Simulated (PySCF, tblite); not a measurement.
# C2H10OP2Si2: a rotation path, then NMR shifts on frames, part 2 of 2

tblite 0.8.0 and PySCF 2.14.0. Atoms count from 0.

## 5. Shielding tensors: image 5, PBE0/pcSseg-1

Job settings and geometry (Å):

```
{"job": {"kind": "nmr", "xc": "PBE0", "basis": "pcSseg-1", "pop": false}, "charge": 0, "multiplicity": 1}
C     -2.789300     0.499600    -0.284700
C     -1.755500    -0.304400     0.485400
O     -0.904600    -0.998300    -0.394600
Si     0.707500    -1.046100    -0.301700
P      1.656300     0.890900    -1.020300
Si     2.382600     1.001200     1.125400
P      1.335700    -0.860700     1.874700
H     -2.307400     1.284400    -0.863000
H     -3.332000    -0.153200    -0.963900
H     -3.490300     0.948200     0.414300
H     -2.244600    -1.052200     1.120300
H     -1.164000     0.358600     1.131700
H      1.046000    -2.280900    -0.990200
H      2.796100     0.297300    -1.528400
H      1.787500     2.165200     1.782800
H      3.838400     0.957000     1.258500
H      2.430600    -1.694300     1.793500
```

Level: GIAO PBE0/pcSseg-1 NMR shielding, non-relativistic, gas phase.

Standard output:

```text
coarse grid: 15960 points
cycle   1  E = -1418.3071273964  dE =  6.939e-01  |g| = 6.887e-01  |ddm| = 3.789e+00
cycle   2  E = -1418.1498006127  dE =  1.573e-01  |g| = 1.135e+00  |ddm| = 1.851e+00
cycle   3  E = -1418.3969988839  dE = -2.472e-01  |g| = 1.163e-01  |ddm| = 1.357e+00
cycle   4  E = -1418.3996742934  dE = -2.675e-03  |g| = 4.266e-02  |ddm| = 1.658e-01
cycle   5  E = -1418.4001208892  dE = -4.466e-04  |g| = 5.843e-03  |ddm| = 5.208e-02
cycle   6  E = -1418.4001285173  dE = -7.628e-06  |g| = 2.527e-03  |ddm| = 1.080e-02
final grid: 135048 points
cycle   7  E = -1418.4504379131  dE = -2.113e-05  |g| = 1.098e-02  |ddm| = 3.237e-02
cycle   8  E = -1418.4504176523  dE =  2.026e-05  |g| = 1.523e-02  |ddm| = 1.993e-02
cycle   9  E = -1418.4504617551  dE = -4.410e-05  |g| = 1.672e-03  |ddm| = 1.218e-02
cycle  10  E = -1418.4504623667  dE = -6.116e-07  |g| = 1.536e-04  |ddm| = 1.813e-03
cycle  11  E = -1418.4504623711  dE = -4.396e-09  |g| = 5.324e-05  |ddm| = 1.935e-04
cycle  12  E = -1418.4504623717  dE = -6.471e-10  |g| = 1.243e-05  |ddm| = 8.050e-05
converged SCF energy = -1418.4504623717

GIAO shielding tensors (ppm)
atom      isotropic    diamagn.    paramagn.     s11        s22        s33       span
  0 C      166.601     246.800     -80.199    150.347    164.076    185.379     35.033
  1 C      121.632     245.376    -123.744     91.152    113.729    160.014     68.862
  2 O      268.773     399.034    -130.261    187.822    282.483    336.014    148.192
  3 Si     350.861     880.559    -529.697    282.609    318.896    451.078    168.468
  4 P      514.010     969.330    -455.320    305.616    588.661    647.754    342.138
  5 Si     428.352     881.029    -452.677    388.144    435.543    461.368     73.224
  6 P      533.363     969.587    -436.224    329.413    615.002    655.673    326.261
  7 H       30.092      30.323      -0.231     25.700     29.900     34.677      8.978
  8 H       30.063      28.196       1.867     26.255     27.972     35.963      9.708
  9 H       30.603      27.685       2.918     26.587     27.542     37.682     11.095
 10 H       27.482      29.622      -2.140     22.342     27.292     32.813     10.471
 11 H       27.574      32.515      -4.940     22.127     29.600     30.996      8.868
 12 H       25.880      30.406      -4.526     21.135     25.149     31.357     10.222
 13 H       28.798      31.429      -2.631     25.229     26.869     34.296      9.067
 14 H       27.171      29.660      -2.489     24.063     24.678     32.772      8.708
 15 H       26.935      29.512      -2.576     23.927     24.633     32.246      8.319
 16 H       28.915      31.592      -2.676     25.097     26.812     34.837      9.740
```

Run time: 17 s. Hardware: 1 thread of AMD EPYC 9R45, shared host; peak memory 0.94 GiB.

This run: δ C1 65.3, C0 20.3, O2 67.3, Si3 -1.7, H12 5.84, H15 4.78 ppm.

## 6. Shielding tensors: image 6, PBE0/pcSseg-1

Job settings and geometry (Å):

```
{"job": {"kind": "nmr", "xc": "PBE0", "basis": "pcSseg-1", "pop": false}, "charge": 0, "multiplicity": 1}
C     -2.813300     0.444500    -0.346100
C     -1.709600    -0.190100     0.482300
O     -0.916200    -1.034400    -0.317100
Si     0.698900    -1.067000    -0.278700
P      1.561100     0.938600    -0.913300
Si     2.377200     0.945300     1.201100
P      1.411900    -0.987700     1.879500
H     -2.386200     1.099800    -1.101300
H     -3.394600    -0.329400    -0.841100
H     -3.466300     1.022600     0.302500
H     -2.131600    -0.801500     1.288400
H     -1.083600     0.590900     0.935600
H      1.010100    -2.247200    -1.064800
H      2.694500     0.418500    -1.506300
H      1.778900     2.054600     1.944700
H      3.838300     0.939300     1.269300
H      2.523500    -1.784800     1.704900
```

Level: GIAO PBE0/pcSseg-1 NMR shielding, non-relativistic, gas phase.

Standard output:

```text
coarse grid: 15960 points
cycle   1  E = -1418.3072753503  dE =  6.955e-01  |g| = 6.904e-01  |ddm| = 3.801e+00
cycle   2  E = -1418.1470767486  dE =  1.602e-01  |g| = 1.142e+00  |ddm| = 1.808e+00
cycle   3  E = -1418.3977499318  dE = -2.507e-01  |g| = 1.166e-01  |ddm| = 1.323e+00
cycle   4  E = -1418.4004411295  dE = -2.691e-03  |g| = 4.298e-02  |ddm| = 1.657e-01
cycle   5  E = -1418.4008947817  dE = -4.537e-04  |g| = 5.965e-03  |ddm| = 5.267e-02
cycle   6  E = -1418.4009026934  dE = -7.912e-06  |g| = 2.613e-03  |ddm| = 1.112e-02
final grid: 135048 points
cycle   7  E = -1418.4511240220  dE = -2.113e-05  |g| = 1.106e-02  |ddm| = 3.435e-02
cycle   8  E = -1418.4511034354  dE =  2.059e-05  |g| = 1.534e-02  |ddm| = 1.978e-02
cycle   9  E = -1418.4511481264  dE = -4.469e-05  |g| = 1.685e-03  |ddm| = 1.215e-02
cycle  10  E = -1418.4511487463  dE = -6.199e-07  |g| = 1.542e-04  |ddm| = 1.796e-03
cycle  11  E = -1418.4511487508  dE = -4.536e-09  |g| = 5.401e-05  |ddm| = 2.024e-04
cycle  12  E = -1418.4511487515  dE = -6.594e-10  |g| = 1.206e-05  |ddm| = 8.094e-05
converged SCF energy = -1418.4511487515

GIAO shielding tensors (ppm)
atom      isotropic    diamagn.    paramagn.     s11        s22        s33       span
  0 C      166.608     246.779     -80.171    150.298    163.643    185.883     35.585
  1 C      122.851     245.865    -123.014     92.956    114.598    160.999     68.043
  2 O      265.992     398.667    -132.675    183.100    281.594    333.282    150.181
  3 Si     351.179     880.742    -529.563    280.825    319.051    453.660    172.836
  4 P      516.373     969.479    -453.106    298.497    599.777    650.844    352.347
  5 Si     429.401     880.989    -451.588    388.517    435.268    464.418     75.901
  6 P      525.255     969.453    -444.198    311.517    610.466    653.781    342.263
  7 H       30.111      30.148      -0.037     25.704     29.889     34.739      9.035
  8 H       30.105      28.138       1.967     26.236     27.997     36.082      9.846
  9 H       30.620      27.724       2.896     26.531     27.581     37.748     11.217
 10 H       27.407      29.969      -2.562     22.267     27.510     32.443     10.177
 11 H       27.850      32.990      -5.139     22.677     29.827     31.047      8.371
 12 H       25.994      30.559      -4.565     21.249     25.201     31.531     10.282
 13 H       28.805      31.590      -2.785     25.157     26.916     34.341      9.183
 14 H       27.194      29.675      -2.481     24.134     24.645     32.804      8.670
 15 H       26.953      29.518      -2.565     23.900     24.645     32.316      8.416
 16 H       28.847      31.564      -2.717     25.106     26.770     34.665      9.559
```

Wall time 17 s (1 thread of AMD EPYC 9R45, shared host); peak memory 0.9 GiB.

This run: δ C1 64.1, C0 20.3, O2 70.1, Si3 -2.0, H12 5.72, H15 4.76 ppm.

## 7. Nuclear shieldings: image 8, PBE0/pcSseg-1

Job settings and geometry (Å):

```
{"job": {"kind": "nmr", "xc": "PBE0", "basis": "pcSseg-1", "pop": false}, "charge": 0, "multiplicity": 1}
C     -2.955300     0.282700    -0.431900
C     -1.707700     0.066700     0.408300
O     -0.924400    -0.950800    -0.160900
Si     0.687700    -1.020000    -0.202400
P      1.543100     1.030200    -0.690400
Si     2.488000     0.826700     1.360500
P      1.619200    -1.206300     1.866800
H     -2.675300     0.602900    -1.432100
H     -3.514700    -0.645800    -0.508800
H     -3.582400     1.043500     0.024400
H     -1.972200    -0.233600     1.429200
H     -1.123000     0.995900     0.462900
H      0.888800    -2.106600    -1.144300
H      2.630500     0.548700    -1.390700
H      1.924700     1.835100     2.259300
H      3.949700     0.873200     1.348600
H      2.716300    -1.930600     1.441300
```

Method: GIAO PBE0/pcSseg-1 NMR shielding, non-relativistic, gas phase.

Standard output:

```text
coarse grid: 15960 points
cycle   1  E = -1418.3082143550  dE =  6.885e-01  |g| = 6.883e-01  |ddm| = 3.787e+00
cycle   2  E = -1418.1473398258  dE =  1.609e-01  |g| = 1.143e+00  |ddm| = 1.768e+00
cycle   3  E = -1418.3980108499  dE = -2.507e-01  |g| = 1.183e-01  |ddm| = 1.289e+00
cycle   4  E = -1418.4007997809  dE = -2.789e-03  |g| = 4.277e-02  |ddm| = 1.642e-01
cycle   5  E = -1418.4012464640  dE = -4.467e-04  |g| = 5.872e-03  |ddm| = 5.071e-02
cycle   6  E = -1418.4012540004  dE = -7.536e-06  |g| = 2.645e-03  |ddm| = 1.085e-02
final grid: 135048 points
cycle   7  E = -1418.4517649939  dE = -2.113e-05  |g| = 1.127e-02  |ddm| = 3.114e-02
cycle   8  E = -1418.4517433492  dE =  2.164e-05  |g| = 1.571e-02  |ddm| = 1.989e-02
cycle   9  E = -1418.4517899838  dE = -4.663e-05  |g| = 1.725e-03  |ddm| = 1.195e-02
cycle  10  E = -1418.4517906398  dE = -6.559e-07  |g| = 1.496e-04  |ddm| = 1.843e-03
cycle  11  E = -1418.4517906439  dE = -4.154e-09  |g| = 5.424e-05  |ddm| = 1.960e-04
cycle  12  E = -1418.4517906446  dE = -6.812e-10  |g| = 1.252e-05  |ddm| = 8.436e-05
converged SCF energy = -1418.4517906446

GIAO shielding tensors (ppm)
atom      isotropic    diamagn.    paramagn.     s11        s22        s33       span
  0 C      166.564     246.316     -79.753    149.235    163.989    186.466     37.231
  1 C      124.444     246.602    -122.158     95.527    111.942    165.863     70.336
  2 O      260.904     398.712    -137.807    167.030    288.385    327.297    160.267
  3 Si     350.642     880.584    -529.942    278.584    320.481    452.861    174.277
  4 P      514.493     969.665    -455.172    284.852    609.638    648.988    364.136
  5 Si     426.950     881.091    -454.140    382.559    436.897    461.396     78.837
  6 P      504.705     969.139    -464.434    280.433    590.244    643.438    363.004
  7 H       30.281      29.734       0.547     26.148     29.493     35.201      9.054
  8 H       30.122      28.035       2.087     26.218     28.122     36.025      9.806
  9 H       30.666      27.526       3.140     26.517     27.680     37.800     11.283
 10 H       27.485      30.596      -3.111     22.296     28.028     32.131      9.835
 11 H       27.598      32.852      -5.254     22.320     29.733     30.741      8.421
 12 H       25.948      30.685      -4.737     21.082     25.397     31.364     10.282
 13 H       28.830      31.755      -2.924     25.282     27.098     34.111      8.829
 14 H       27.210      29.703      -2.492     24.211     24.714     32.706      8.495
 15 H       27.005      29.463      -2.458     23.960     24.755     32.299      8.339
 16 H       28.760      31.429      -2.669     25.395     26.951     33.934      8.539
```

It took 17 s on 1 thread of AMD EPYC 9R45, shared host; peak memory 0.94 GiB.

Key values: δ C1 62.5, C0 20.4, O2 75.2, Si3 -1.5, H12 5.77, H15 4.71 ppm.

## 8. Side by side: NMR shifts

Shifts (ppm) of some atoms, chosen among heavy atoms and hydrogens apart, with basis size and wall time:

```
  frame   H11   H16    O2   Si3    Si5      P4      P6  functions  time
image 0  4.06  2.26  60.8  -7.4  -71.6  -230.0  -235.6        197  17 s
image 2  4.68  2.19  59.2  -3.9  -72.2  -220.5  -245.5        197  16 s
image 5  4.14  2.80  67.3  -1.7  -79.2  -195.6  -215.0        197  17 s
image 6  3.87  2.87  70.1  -2.0  -80.2  -198.0  -206.9        197  17 s
image 8  4.12  2.96  75.2  -1.5  -77.8  -196.1  -186.3        197  17 s
```

## 9. Results

The summary covers parts 1 to 2.

| quantity | value |
| --- | --- |
| barrier | 0.054 eV (1.2 kcal/mol) at image 5 |
| end to end (GFN2-xTB) | 0.033 eV |
| ¹³C shifts against TMS (PBE0/pcSseg-1, image 0) | 61.4, 20.5 ppm |
| ¹H shifts against TMS (PBE0/pcSseg-1, image 0) | 6.12, 4.98, 4.61, 4.06, 3.94, 2.42, 2.26, 1.66, 1.52, 1.04 ppm |
| ¹⁷O shifts against H2O (PBE0/pcSseg-1, image 0) | 60.8 ppm |
| ²⁹Si shifts against TMS (PBE0/pcSseg-1, image 0) | -7.4, -71.6 ppm |
| ³¹P shifts against H3PO4 (PBE0/pcSseg-1, image 0) | -230.0, -235.6 ppm |
| range of the shift of P6 | -245.5 to -186.3 ppm |

**Reading.** Along the band the dihedral turns by 120°, and the top (dihedral 30°) lies 1.2 kcal/mol above the start (GFN2-xTB, rough), so at room temperature this motion is fast. Ends this close can change order at a higher level. The top was not checked by a frequency run. Shifts at one fixed geometry are not the observed spectrum, which averages over the motion. In the first frame run (image 0): The widest tensor belongs to P4: span 259 ppm, with a paramagnetic part of -421 ppm. Across the 5 runs the shift of P6 moves most, between -245.5 (image 2) and -186.3 ppm (image 8).
